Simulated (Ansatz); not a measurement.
# GeCN2 under changes of volume

One of the cells (13.716 Å³/atom); the others are scaled copies at fixed shape and fractional positions:

```xyz
4
Lattice="1.7938 1.0356 4.9220 -1.7938 1.0356 4.9220 0.0000 -2.0713 4.9220" Properties=species:S:1:pos:R:3 pbc="T T T"
Ge    0.0000    0.0000    0.0000
N     0.0000    0.0000    8.6219
N     0.0000    0.0000    6.1440
C     0.0000    0.0000    7.3829
```

The cell comes from a database or a generator and needn't be the stable form of this composition.

| Item | Value |
| --- | --- |
| Program | Ansatz 0.2.0 |
| Functional | PBE |
| Potentials or basis | all-electron LAPW, scalar-relativistic |
| Cutoff | 733 eV (chosen from the basis error) |
| Basis error allowed | 0.001 eV/atom |
| k mesh | 9 × 9 × 9 |
| Occupations | fermi-dirac, width 0.05 eV |
| Spin | no spin polarisation |

| volume (Å³/atom) | energy over the lowest point (meV/atom) | pressure (GPa) | gap on the mesh (eV) | largest force (eV/Å) |
| --- | --- | --- | --- | --- |
| 12.893 | 21.90 | 9.0 | 0.97 | 1.816 |
| 13.167 | 9.36 | 5.7 | 1.02 | 1.148 |
| 13.441 | 2.22 | 2.7 | 1.07 | 0.525 |
| 13.716 | 0.00 | 0.0 | 1.12 | 0.055 |
| 13.990 | 2.24 | -2.5 | 1.16 | 0.597 |
| 14.264 | ? | ? | ? | ? |
| 14.538 | 18.49 | -6.8 | 1.24 | 1.574 |

**Question.** What does the run at 14.264 Å³/atom give?

**Answer.** Energy over the lowest point 8.53 meV/atom; pressure -4.8 GPa; gap on the mesh 1.20 eV; largest force 1.102 eV/Å.

Worked out: A Birch-Murnaghan fit of order 3 (a polynomial in V^(-2/3)) to the other rows has its minimum at 13.71 Å³/atom with B0 = V·E''(V) = 130 GPa and B' = 3.8 at fixed shape and positions, which overstates the stiffness. It gives 8.53 meV/atom at 14.264 Å³/atom, against the run's 8.53, and -dE/dV = -4.8 GPa, against -4.8. A straight line through the other rows of the gap, of slope 2.26 eV per unit of ln V, gives 1.20 eV, against the run's 1.20.

Energies are extrapolated to zero smearing.

Caveats: an odd mesh through Γ misses points on the zone boundary, where band edges often lie; forces of over 1 eV/Å show positions far from the minimum, so gaps and moduli don't describe the material at rest (some runs). Spin-orbit coupling on Ge is left out.
